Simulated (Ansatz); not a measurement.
# Ir: the cost of one run

Method: DFT PBEsol, scalar-relativistic, plane waves, PAW, in Ansatz 0.2.0.

## Step 1: Starting point

It takes space group Fm-3m (No. 225, cubic). Conventional cell: a = 3.854 Å, b = 3.854 Å, c = 3.854 Å, α = 90.00°, β = 90.00°, γ = 90.00°. Ir (site symmetry m-3m) has 12 Ir at 2.73 Å as nearest neighbours.

Coordinates:

```cif
data_structure
_symmetry_space_group_name_H-M 'Fm-3m'
_symmetry_Int_Tables_number 225
_cell_length_a 3.8539
_cell_length_b 3.8539
_cell_length_c 3.8539
_cell_angle_alpha 90.000
_cell_angle_beta 90.000
_cell_angle_gamma 90.000
_cell_volume 57.24
loop_
_atom_site_label
_atom_site_type_symbol
_atom_site_symmetry_multiplicity
_atom_site_Wyckoff_symbol
_atom_site_fract_x
_atom_site_fract_y
_atom_site_fract_z
_atom_site_occupancy
Ir1 Ir 4 a 0.00000 0.00000 0.00000 1
```

This is candidate A: structure listed in a database for this formula (Fm-3m, No. 225).

(A quick probe on a coarse mesh, which set the mesh and smearing, is not shown.)

## Step 3: A loose first relaxation (candidate A)

The input, input.yaml:

```yaml
crystal:
  lattice:
    - [0.0, 1.9269646676, 1.9269646676]
    - [1.9269646676, 0.0, 1.9269646676]
    - [1.9269646676, 1.9269646676, 0.0]
  atoms:
    - { symbol: Ir, position: [0.0, 0.0, 0.0] }
basis:
  ecutwfc: 420
kpoints:
  mp_grid: { grid: [8, 8, 8] }
hamiltonian:
  xc: pbesol
scf:
  occupations: { method: gaussian, width: 0.1 }
  lower_state_search: "off"
output:
  forces: true
  stress: true
  eigenvalues: true
relax:
  adjacent_minimum: "off"
  f_tol: 0.04
  max_steps: 70
  cell: { stress_tol: 0.4 }
```

Q: Estimate wall time and peak memory on 1 thread of an x86-64 CPU, shared host.

About 1.4 s, with a peak of 0.3 GiB.
